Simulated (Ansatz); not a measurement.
# C2H4Te (SMILES C1C[Te]1): one structure at several levels

A test off equilibrium: a structure displaced at random from a GFN2-xTB minimum is computed at several levels, and each is set against CCSD(T).

Computed with Ansatz 0.2.0, Gaussian basis. Level: single points in def2-TZVPP.

Correlated methods freeze the cores. Filled d shells of the heavier atoms are correlated. Core potentials replace the inner electrons past krypton, and spin-orbit coupling is left out. B3LYP uses VWN-RPA correlation.

## 1. Where the work starts

SMILES `C1C[Te]1`, 7 atoms, charge 0, spin multiplicity 1.

Atoms are counted from 1 here; the program's logs count them from 0.

Bond lengths: C1–C2 1.462 Å, C1–Te3 2.219 Å, C1–H4 1.119 Å, C1–H5 1.074 Å, C2–Te3 2.206 Å, C2–H6 1.058 Å, C2–H7 1.063 Å. Angles: C2–C1–Te3 70.2°, C2–C1–H4 116.7°, C2–C1–H5 118.4°, Te3–C1–H4 113.1°, Te3–C1–H5 114.8°, H4–C1–H5 115.6°, C1–C2–Te3 71.2°, C1–C2–H6 119.3°, C1–C2–H7 117.9°, Te3–C2–H6 114.0°, Te3–C2–H7 114.6°, H6–C2–H7 113.1°, C1–Te3–C2 38.6°.

Geometry (Å):

| atom | x (Å) | y (Å) | z (Å) |
| --- | --- | --- | --- |
| C1 | -0.5754 | -0.0580 | -0.4645 |
| C2 | 0.5095 | 0.3142 | 0.4423 |
| Te3 | 0.6038 | -1.8587 | 0.0738 |
| H4 | -1.6084 | -0.0658 | -0.0353 |
| H5 | -0.5033 | 0.2368 | -1.4951 |
| H6 | 0.2833 | 0.5720 | 1.4430 |
| H7 | 1.3245 | 0.8673 | 0.0429 |

## 2. CCSD(T)/def2-TZVPP

run/in.yaml

```yaml
crystal:
  periodic: [false, false, false]
  atoms:
    - {symbol: C, position_ang: [-0.575400, -0.058000, -0.464500]}
    - {symbol: C, position_ang: [0.509500, 0.314200, 0.442300]}
    - {symbol: Te, position_ang: [0.603800, -1.858700, 0.073800]}
    - {symbol: H, position_ang: [-1.608400, -0.065800, -0.035300]}
    - {symbol: H, position_ang: [-0.503300, 0.236800, -1.495100]}
    - {symbol: H, position_ang: [0.283300, 0.572000, 1.443000]}
    - {symbol: H, position_ang: [1.324500, 0.867300, 0.042900]}
basis:
  gaussian: {orbitals: def2-TZVPP}
correlation: {method: ccsd_t}
output: {forces: true}
```

No record of the launch command was kept for these runs.

## 3. PBE0-D4/def2-TZVPP

run/in.yaml: that of step 2 with these lines changed.

```diff
@@ -12,3 +12,3 @@
   gaussian: {orbitals: def2-TZVPP}
-correlation: {method: ccsd_t}
-output: {forces: true}
+hamiltonian: {xc: pbe0, dispersion: d4}
+output: {forces: true, orbitals: {seedname: orbitals}}
```

## 4. wB97M-V/def2-TZVPP

run/in.yaml: that of step 3 with these lines changed.

```diff
@@ -12,3 +12,3 @@
   gaussian: {orbitals: def2-TZVPP}
-hamiltonian: {xc: pbe0, dispersion: d4}
-output: {forces: true, orbitals: {seedname: orbitals}}
+hamiltonian: {xc: {name: wB97M-V}}
+output: {forces: true}
```

## 5. r2SCAN-D4/def2-TZVPP

run/in.yaml: that of step 4 with these lines changed.

```diff
@@ -12,3 +12,3 @@
   gaussian: {orbitals: def2-TZVPP}
-hamiltonian: {xc: {name: wB97M-V}}
+hamiltonian: {xc: r2scan, dispersion: d4}
 output: {forces: true}
```

## 6. PBE-D4/def2-TZVPP

run/in.yaml: that of step 5 with these lines changed.

```diff
@@ -12,3 +12,3 @@
   gaussian: {orbitals: def2-TZVPP}
-hamiltonian: {xc: r2scan, dispersion: d4}
+hamiltonian: {xc: pbe, dispersion: d4}
 output: {forces: true}
```

## 7. BLYP-D4/def2-TZVPP

run/in.yaml: that of step 6 with these lines changed.

```diff
@@ -12,3 +12,3 @@
   gaussian: {orbitals: def2-TZVPP}
-hamiltonian: {xc: pbe, dispersion: d4}
+hamiltonian: {xc: {name: BLYP}, dispersion: d4}
 output: {forces: true}
```

## 8. B3LYP-D4/def2-TZVPP

run/in.yaml: that of step 7 with these lines changed.

```diff
@@ -12,3 +12,3 @@
   gaussian: {orbitals: def2-TZVPP}
-hamiltonian: {xc: {name: BLYP}, dispersion: d4}
+hamiltonian: {xc: {name: B3LYP}, dispersion: d4}
 output: {forces: true}
```

(Steps that only read results are left out.)

**Question.** What will these runs give? Wanted: energy less free atoms, CCSD(T)/def2-TZVPP; RMS force component; RMS force error; HOMO and LUMO, PBE0-D4; T1 diagnostic.

**Answer**, as computed:

```
                                  quantity                                                                                            value
energy less free atoms, CCSD(T)/def2-TZVPP                                                                                   -2425.0 kJ/mol
                       RMS force component                                                             0.512 to 0.570 eV/Å over the methods
                           RMS force error  PBE0-D4 0.162, wB97M-V 0.152, r2SCAN-D4 0.103, PBE-D4 0.160, BLYP-D4 0.224, B3LYP-D4 0.139 eV/Å
                    HOMO and LUMO, PBE0-D4                                                                               -5.83 and -1.04 eV
                             T1 diagnostic                                                                                            0.011
```

Against CCSD(T) the functionals' energies less atoms differ by -126.9 to -48.4 kJ/mol, PBE-D4 by -126.9 kJ/mol. The reference is not at the basis limit: in triple zeta CCSD(T) underbinds, which counts against methods that bind more; the gaps are no ranking. On forces the order runs from r2SCAN-D4 to BLYP-D4. Frozen-core CCSD(T) forces in triple zeta carry basis errors of their own, and this is one geometry, so small gaps rank nothing.
